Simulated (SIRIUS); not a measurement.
Crystal: B2Pd3.

```
CELL_PARAMETERS angstrom
4.08200 0.00000 0.00000
0.00000 4.08200 0.00000
0.00000 0.00000 4.08200
ATOMIC_POSITIONS crystal
B 0.00000 0.00000 0.00000
B 0.50000 0.50000 0.50000
Pd 0.00000 0.50000 0.50000
Pd 0.50000 0.00000 0.50000
Pd 0.50000 0.50000 0.00000
```

The cell was built by a generator and needn't be a form met in nature.

Base run:

| Quantity | Value |
| --- | --- |
| Program | SIRIUS 7.10.0 |
| Functional | PBE |
| Potentials or basis | in-house norm-conserving set, PBE (scalar relativistic) |
| Cutoff | 1127 eV |
| Density cutoff | 4507 eV |
| k mesh | 5 × 5 × 5 |
| Occupations | fermi-dirac, width 0.05 eV |
| Spin | no spin polarisation |

Its results: band gap on the k mesh none (metal or under the smearing width); pressure 0.1 GPa.

The run is repeated on the same cell with these changes: potentials or basis from in-house norm-conserving set, PBE (scalar relativistic) to GBRV 1.5 PBE (ultrasoft); cutoff from 1127 eV to 557 eV; density cutoff from 4507 eV to 5442 eV; valence electrons from 60 to 54. What comes out?

Band gap on the k mesh none (metal or under the smearing width); pressure 0.6 GPa.

Not every run made on this cell is shown here.
